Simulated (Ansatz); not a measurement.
# Cs3C: the cost of one run

Program: Ansatz 0.2.0. Level of theory: DFT PBE, scalar-relativistic, plane waves, PAW. These are calculated values, not measurements.

2 further runs of the same task are left out: 2 set aside as unsound or not needed.

## 1. Starting point

Symmetry: P6_3/mmc, No. 194, hexagonal system. Conventional cell: a = 7.489 Å, b = 7.489 Å, c = 6.011 Å, α = 90.00°, β = 90.00°, γ = 120.00°. Cs (site symmetry mm2) has 4 C at 3.70 to 3.74 Å and 8 Cs at 3.71 to 3.75 Å as nearest neighbours. C (site symmetry -6m2) has 12 Cs at 3.70 to 3.74 Å as nearest neighbours.

Structure file:

```xyz
8
Lattice="7.4894 0.0000 0.0000 -3.7447 6.4860 0.0000 0.0000 0.0000 6.0114" Properties=species:S:1:pos:R:3 pbc="T T T"
Cs    3.7447    4.3197    1.5029
Cs   -1.8686    5.4029    4.5086
Cs    1.8761    1.0832    1.5029
Cs    0.0000    2.1663    4.5086
Cs    5.6133    1.0832    1.5029
Cs    1.8686    5.4029    4.5086
C     0.0000    4.3240    1.5029
C     3.7447    2.1620    4.5086
```

This is candidate A: Ni3Sn (D0_19) type (P6_3/mmc, No. 194).

(A quick probe on a coarse mesh, which set the mesh and smearing, is not shown.)

## 3. Coarse relaxation (candidate A)

File input.yaml:

```yaml
crystal:
  lattice:
    - [7.4894382703, 0.0, 0.0]
    - [-3.7447191352, 6.4860438022, 0.0]
    - [0.0, 0.0, 6.0114297747]
  atoms:
    - { symbol: Cs, position: [0.833, 0.666, 0.25] }
    - { symbol: Cs, position: [0.167, 0.833, 0.75] }
    - { symbol: Cs, position: [0.334, 0.167, 0.25] }
    - { symbol: Cs, position: [0.167, 0.334, 0.75] }
    - { symbol: Cs, position: [0.833, 0.167, 0.25] }
    - { symbol: Cs, position: [0.666, 0.833, 0.75] }
    - { symbol: C, position: [0.3333333333, 0.6666666667, 0.25], spin: 1.41 }
    - { symbol: C, position: [0.6666666667, 0.3333333333, 0.75], spin: 1.41 }
basis:
  ecutwfc: 420
kpoints:
  mp_grid: { grid: [3, 3, 4] }
hamiltonian:
  xc: pbe
scf:
  occupations: { method: gaussian, width: 0.1 }
  lower_state_search: "off"
output:
  forces: true
  stress: true
  eigenvalues: true
  populations: true
magnetization:
  spin_polarized: true
relax:
  adjacent_minimum: "off"
  f_tol: 0.04
  max_steps: 70
  cell: { stress_tol: 0.4 }
```

The run is started by

```bash
> ansatz run input.yaml --threads 1 --pin off --max-ram 2560MiB --backend cpu --events-out ev --progress --plain --runs-dir out
```

What time and memory should one allow on 1 thread of Intel Xeon 6975P-C (Granite Rapids), shared host?

About 5.7 min, with a peak of 1 GiB.
